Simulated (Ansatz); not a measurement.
# Co4F: the cost of one run

Computed with Ansatz 0.2.0 (DFT PBE, scalar-relativistic, plane waves, PAW, unless a step's input says otherwise).

2 further runs of the same task are left out: 2 that didn't finish.

## (1) The structure to begin with

The structure is cubic, space group Im-3m (No. 229). Conventional cell: a = 4.677 Å, b = 4.677 Å, c = 4.677 Å, α = 90.00°, β = 90.00°, γ = 90.00°. Co (site symmetry -3m) is surrounded by 2 F at 2.03 Å. Around F (site symmetry m-3m) lie 8 Co at 2.03 Å.

Structure file:

```cif
data_structure
_symmetry_space_group_name_H-M 'Im-3m'
_symmetry_Int_Tables_number 229
_cell_length_a 4.6773
_cell_length_b 4.6773
_cell_length_c 4.6773
_cell_angle_alpha 90.000
_cell_angle_beta 90.000
_cell_angle_gamma 90.000
_cell_volume 102.32
loop_
_atom_site_label
_atom_site_type_symbol
_atom_site_symmetry_multiplicity
_atom_site_Wyckoff_symbol
_atom_site_fract_x
_atom_site_fract_y
_atom_site_fract_z
_atom_site_occupancy
Co1 Co 8 c 0.25000 0.25000 0.75000 1
F1 F 2 a 0.00000 0.00000 0.00000 1
```

A structure generator made this guess: species swapped into a database cell of NiHg4 (Im-3m, No. 229), with F on the Ni sites and Co on the Hg sites. Lengths come from tabulated atomic sizes and are only a guess.

## (2) A first look at the guess

input.yaml

```yaml
crystal:
  lattice:
    - [-2.33864131, 2.33864131, 2.33864131]
    - [2.33864131, -2.33864131, 2.33864131]
    - [2.33864131, 2.33864131, -2.33864131]
  atoms:
    - { symbol: Co, position: [0.0, 0.0, 0.5], spin: 3.0 }
    - { symbol: Co, position: [0.5, 0.0, 0.0], spin: 3.0 }
    - { symbol: Co, position: [0.5, 0.5, 0.5], spin: 3.0 }
    - { symbol: Co, position: [0.0, 0.5, 0.0], spin: 3.0 }
    - { symbol: F, position: [0.0, 0.0, 0.0] }
basis:
  ecutwfc: 420
kpoints:
  mp_grid: { grid: [6, 6, 6] }
hamiltonian:
  xc: pbe
scf:
  occupations: { method: gaussian, width: 0.1 }
  lower_state_search: "off"
output:
  forces: true
  stress: true
  eigenvalues: true
  populations: true
magnetization:
  spin_polarized: true
```

Run with:

```
ansatz run input.yaml --threads 1 --pin off --max-ram 2560MiB --backend cpu --events-out ev --progress --plain --runs-dir out
```

Q: Estimate wall time and peak memory on 1 thread of Arm Neoverse N1, shared host.

About 14 s, with a peak of 0.35 GiB.
